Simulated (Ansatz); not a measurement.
# CH₅F₂NSn: one species, many methods

An exercise on one series of results from a longer session: the logs are not shown, and one member is left open.

The runs use Ansatz 0.2.0, Gaussian basis; functionals in def2-TZVPP, the program's frozen cores in correlated methods.

Levels to be run: LDA (SPW92), PBE-D4, revPBE-D4, BLYP-D4, r2SCAN-D4, B97M-V, PBE0-D4, B3LYP-D4, r2SCANh-D4, r2SCAN0-D4, HSE06-D4, BHLYP-D4, CAM-B3LYP-D4, LC-ωPBE, ωB97X-V, ωB97M-V, B2PLYP, PBE-QIDH; CCSD(T)/def2-SVP; CCSD(T)/def2-TZVPP; MP2/def2-QZVPP; extrapolation to the limit; RPA on PBE.

## The relaxed structure

All runs share one geometry, relaxed beforehand with PBE0-D4 in a triple-zeta def2 set. Sn takes the def2 core potential; no spin-orbit term is included.

SMILES `[CH3][Sn]([NH2])([F])[F]`, 10 atoms, charge 0, spin multiplicity 1.

Atoms are counted from 1 here; the program's logs count them from 0.

Bond lengths: C1–Sn2 2.106 Å, C1–H6 1.089 Å, C1–H7 1.089 Å, C1–H8 1.089 Å, Sn2–N3 2.001 Å, Sn2–F4 1.918 Å, Sn2–F5 1.921 Å, N3–H9 1.014 Å, N3–H10 1.013 Å. Angles: Sn2–C1–H6 109.3°, Sn2–C1–H7 109.2°, Sn2–C1–H8 108.4°, H6–C1–H7 109.9°, H6–C1–H8 109.9°, H7–C1–H8 110.0°, C1–Sn2–N3 121.4°, C1–Sn2–F4 108.7°, C1–Sn2–F5 107.8°, N3–Sn2–F4 105.0°, N3–Sn2–F5 107.3°, F4–Sn2–F5 105.7°, Sn2–N3–H9 111.0°, Sn2–N3–H10 112.1°, H9–N3–H10 107.6°.

Set-up of the first run:

Input file in.yaml:

```yaml
crystal:
  periodic: [false, false, false]
  atoms:
    - {symbol: C, position_ang: [-1.641418, -0.546670, -0.104247]}
    - {symbol: Sn, position_ang: [0.253690, 0.356030, -0.275905]}
    - {symbol: N, position_ang: [1.790992, -0.223977, 0.866952]}
    - {symbol: F, position_ang: [0.871706, 0.148210, -2.079614]}
    - {symbol: F, position_ang: [0.031005, 2.246048, -0.016848]}
    - {symbol: H, position_ang: [-2.012570, -0.414075, 0.910999]}
    - {symbol: H, position_ang: [-1.554754, -1.608071, -0.331871]}
    - {symbol: H, position_ang: [-2.315920, -0.067110, -0.811641]}
    - {symbol: H, position_ang: [2.608149, -0.426307, 0.302440]}
    - {symbol: H, position_ang: [2.052219, 0.484622, 1.542534]}
basis:
  gaussian: {orbitals: def2-TZVPP}
hamiltonian: {xc: lda}
output: {orbitals: {seedname: orbitals}}
```

Run with:

```sh
> ansatz run in.yaml --threads 4 --pin off --events-out ev --progress --plain --max-ram 10444MiB
```

Among the steps run: LDA; PBE-D4 (GGA); revPBE-D4 (GGA); BLYP-D4 (GGA); r2SCAN-D4 (meta-GGA); B97M-V (meta-GGA); B3LYP-D4 (hybrid); r2SCANh-D4 (hybrid); r2SCAN0-D4 (hybrid); HSE06-D4 (hybrid); BHLYP-D4 (hybrid); CAM-B3LYP-D4 (range-separated); LC-ωPBE (range-separated); ωB97X-V (range-separated); ωB97M-V (range-separated); B2PLYP (double hybrid); PBE-QIDH (double hybrid).

One of the session's tables, all rows but one given; the rest of the session is left out.

It belongs to the step «Orbital energies across the functionals». 

| functional | HOMO (eV) | gap (eV) |
| --- | --- | --- |
| LDA (SPW92) | -6.83 | 4.59 |
| PBE-D4 | -6.63 | 4.69 |
| revPBE-D4 | -6.56 | 4.74 |
| BLYP-D4 | -6.51 | 4.57 |
| r2SCAN-D4 | -6.96 | 5.35 |
| B97M-V | -7.03 | 5.30 |
| PBE0-D4 | ? | ? |
| B3LYP-D4 | -7.89 | 6.55 |
| r2SCANh-D4 | -7.53 | 6.26 |
| r2SCAN0-D4 | -8.39 | 7.63 |
| HSE06-D4 | -7.74 | 6.40 |
| BHLYP-D4 | -9.58 | 9.48 |
| CAM-B3LYP-D4 | -9.62 | 9.58 |
| LC-ωPBE | -11.04 | 12.39 |
| ωB97X-V | -10.64 | 11.79 |
| ωB97M-V | -10.55 | 11.45 |

Estimate the missing values for PBE0-D4.

**Answer.** HOMO (eV): -8.15; gap (eV): 7.18. In the column «HOMO (eV)» it lies between r2SCAN0-D4 (-8.39) and B3LYP-D4 (-7.89).
